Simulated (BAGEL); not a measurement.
**SiNH3Cl2 (SMILES N[SiH](Cl)Cl) at 5 levels**

We compute a comparison of 5 runs (HF/cc-pVDZ, B3LYP/6-31G*, B3LYP/cc-pVDZ, PBE0/cc-pVDZ, RI-MP2/cc-pVDZ) of SiNH3Cl2. 

Program for the calculation: BAGEL 1.2.2.

6 further runs of the same task are left out: 6 that didn't finish.

### 1 Starting point

SiNH3Cl2: 7 atoms, total charge 0, spin state singlet. As SMILES, `N[SiH](Cl)Cl`. The coordinates come from a PBE0-D4/def2-TZVP relaxation. This is one conformer, not always the lowest.

Bond lengths: N1–Si2 1.692 Å, Si2–Cl3 2.041 Å, Si2–Cl4 2.056 Å, N1–H5 1.007 Å, N1–H6 1.008 Å, Si2–H7 1.472 Å. Angles: N1–Si2–Cl3 107.5°, N1–Si2–Cl4 115.1°, Cl3–Si2–Cl4 107.0°, N1–Si2–H7 110.1°, Cl3–Si2–H7 110.9°, Cl4–Si2–H7 106.3°, Si2–N1–H5 120.6°, Si2–N1–H6 120.1°, H5–N1–H6 111.9°.

### 2 A single-point energy at HF/cc-pVDZ (density fitting with qzvpp-jkfit) (run 1)

File hf.json:

```json
{ "bagel" : [

{
  "title" : "molecule",
  "basis" : "cc-pvdz.json",
  "df_basis" : "qzvpp-jkfit",
  "angstrom" : "true",
  "geometry" : [
    { "atom" : "N", "xyz" : [   -0.051800,    1.099600,   -0.066300 ] },
    { "atom" : "Si", "xyz" : [    0.221700,   -0.569500,   -0.034800 ] },
    { "atom" : "Cl", "xyz" : [    0.681000,   -1.079600,    1.887200 ] },
    { "atom" : "Cl", "xyz" : [   -1.383000,   -1.725700,   -0.595200 ] },
    { "atom" : "H", "xyz" : [   -0.591000,    1.544900,    0.658900 ] },
    { "atom" : "H", "xyz" : [   -0.138200,    1.580900,   -0.947500 ] },
    { "atom" : "H", "xyz" : [    1.322600,   -0.918600,   -0.947800 ] }
  ]
},
{
  "title" : "hf"
},
{
  "title" : "print",
  "file" : "orbitals.molden",
  "orbitals" : "true"
}

]}
```

The basis set cc-pVDZ is read from a file made from the Basis Set Exchange's data (not shown).

Launch:

```
$ BAGEL_NUM_THREADS=1 BAGEL hf.json > hf.out
```

Standard output:

```text
* using 1 threads per process

  ===============================================================
  ===============================================================

  *** Geometry ***

[... 20 lines left out ...]
  === Nuclear Repulsion ===
   277.9557994470

      * DIIS with orbital gradients will be used.

  === RHF iteration (cc-pvdz.json) ===
      0      -1264.09606129          0.01459122           0.10
      1      -1264.22703686          0.00882138           0.10
      2      -1264.27167283          0.00113015           0.10
[... 9 lines of this table left out ...]
     12      -1264.27289431          0.00000001           0.10
    * SCF iteration converged.

    * Permanent dipole moment:
           (    0.006267,    -0.957324,     0.448152) a.u.

    * METHOD: HF                                   1.47

    * METHOD: PRINT                                0.01

  ===============================================================
```

Run time: 1.9 s. Hardware: 1 thread of Arm Neoverse V2, shared host; peak memory 0.13 GiB.

### 3 A single-point energy at B3LYP/6-31G(d) (density fitting with qzvpp-jkfit, spherical functions) (run 2)

File dft.json:

```json
{ "bagel" : [

{
  "title" : "molecule",
  "basis" : "6-31gs.json",
  "df_basis" : "qzvpp-jkfit",
  "angstrom" : true,
  "geometry" : [
    { "atom" : "N", "xyz" : [   -0.051800,    1.099600,   -0.066300 ] },
    { "atom" : "Si", "xyz" : [    0.221700,   -0.569500,   -0.034800 ] },
    { "atom" : "Cl", "xyz" : [    0.681000,   -1.079600,    1.887200 ] },
    { "atom" : "Cl", "xyz" : [   -1.383000,   -1.725700,   -0.595200 ] },
    { "atom" : "H", "xyz" : [   -0.591000,    1.544900,    0.658900 ] },
    { "atom" : "H", "xyz" : [   -0.138200,    1.580900,   -0.947500 ] },
    { "atom" : "H", "xyz" : [    1.322600,   -0.918600,   -0.947800 ] }
  ]
},
{
  "title" : "ks",
  "xc_func" : "b3lyp"
},
{
  "title" : "print",
  "file" : "orbitals.molden",
  "orbitals" : true
}

]}
```

The basis set 6-31G* is read from a file made from the Basis Set Exchange's data (not shown).

Launch:

```
$ BAGEL_NUM_THREADS=1 BAGEL dft.json > dft.out
```

Standard output:

```text
* using 1 threads per process

  ===============================================================
  ===============================================================

  *** Geometry ***

[... 20 lines left out ...]
    * Removing 12998 points whose weight is below 1.00e-10
[... 2 lines left out ...]
  === Nuclear Repulsion ===
   277.9557994470

       - DIIS with orbital gradients will be used.

  === KS iteration (b3lyp / 6-31gs.json) ===
      0      -1236.69328539          0.15361782           0.36
      1      -1191.34592946          0.16685613           0.35
      2      -1223.61384860          0.11420149           0.35
[... 14 lines of this table left out ...]
     17      -1266.56018897          0.00000001           0.35
    * SCF iteration converged.

    * Permanent dipole moment:
           (    0.036973,    -1.000666,     0.450105) a.u.

    * METHOD: KS                                   6.65

    * METHOD: PRINT                                0.01

  ===============================================================
```

Wall time 7.2 s (1 thread of Arm Neoverse V2, shared host); peak memory 0.37 GiB.

Runs 3 to 4 aren't shown in full; the table further down has their settings and results.

### 4 The energy at RI-MP2/cc-pVDZ (density fitting with qzvpp-jkfit) (run 5)

File mp2.json:

```json
{ "bagel": [

{
  "title": "molecule",
  "basis": "cc-pvdz.json",
  "df_basis": "qzvpp-jkfit",
  "angstrom": true,
  "geometry": [
    { "atom": "N", "xyz": [      -0.051800,       1.099600,      -0.066300 ] },
    { "atom": "Si", "xyz": [       0.221700,      -0.569500,      -0.034800 ] },
    { "atom": "Cl", "xyz": [       0.681000,      -1.079600,       1.887200 ] },
    { "atom": "Cl", "xyz": [      -1.383000,      -1.725700,      -0.595200 ] },
    { "atom": "H", "xyz": [      -0.591000,       1.544900,       0.658900 ] },
    { "atom": "H", "xyz": [      -0.138200,       1.580900,      -0.947500 ] },
    { "atom": "H", "xyz": [       1.322600,      -0.918600,      -0.947800 ] }
  ]
},

{ "title": "hf" },

{ "title": "mp2", "ncore": 16 }

]}
```

The basis set cc-pVDZ is read from a file made from the Basis Set Exchange's data (not shown).

Launch:

```
$ BAGEL_NUM_THREADS=1 BAGEL mp2.json > mp2.out
```

Standard output:

```text
* using 1 threads per process

  ===============================================================
  ===============================================================

  *** Geometry ***

[... 31 lines left out ...]
    * SCF iteration converged.
[... 1 line left out ...]
    * Permanent dipole moment:
[... 2 lines left out ...]
    * METHOD: HF                                   1.52

  *** RHF ***

  === Nuclear Repulsion ===
   277.9557994470

      * DIIS with orbital gradients will be used.

  === RHF iteration (cc-pvdz.json) ===
      0      -1264.27289431          0.00000000           0.10
    * SCF iteration converged.

    * Permanent dipole moment:
           (    0.006267,    -0.957324,     0.448152) a.u.

  === DF-MP2 calculation ===

    * freezing 16 orbitals
    * 3-index integral transformation done
    * assembly done

      MP2 correlation energy:   -0.5326003392      0.04

      MP2 total energy:       -1264.8054946504

    * METHOD: MP2                                  0.26

  ===============================================================
```

It took 2.2 s on 1 thread of Arm Neoverse V2, shared host; peak memory 0.13 GiB.

### 5 The series

```csv
run,level,frozen core orbitals,energy (Eh),dipole moment (D),HOMO energy (eV),LUMO energy (eV),wall time
1,HF/cc-pVDZ (density fitting with qzvpp-jkfit),–,-1264.272894,2.69,-11.67,4.39,1.9 s
2,"B3LYP/6-31G* (density fitting with qzvpp-jkfit, spherical functions)",–,-1266.560189,2.79,-7.82,0.50,7.2 s
3,B3LYP/cc-pVDZ (density fitting with qzvpp-jkfit),–,-1266.627547,2.57,-7.70,0.71,8.7 s
4,PBE0/cc-pVDZ (density fitting with qzvpp-jkfit),–,-1266.097929,2.62,-8.04,0.88,8.7 s
5,RI-MP2/cc-pVDZ (density fitting with qzvpp-jkfit),16,-1264.805495,–,–,–,2.2 s
```

### 6 Outcome

| quantity | value |
| --- | --- |
| run 5: total energy | -1264.80549 Eh |
| run 5: correlation energy (16 core orbitals frozen) | -532.6 mEh |

Over runs 1, 2, 3, 4 the dipole moment (its size) runs from 2.57 D (B3LYP/cc-pVDZ) to 2.79 D (B3LYP/6-31G*). Over runs 1, 2, 3, 4 the HOMO–LUMO gap runs from 8.32 eV (B3LYP/6-31G*) to 16.06 eV (HF/cc-pVDZ). The two ends differ in method and basis. Totals of different functionals can't be ranked against each other. All runs together took 29 s, the longest 8.7 s.
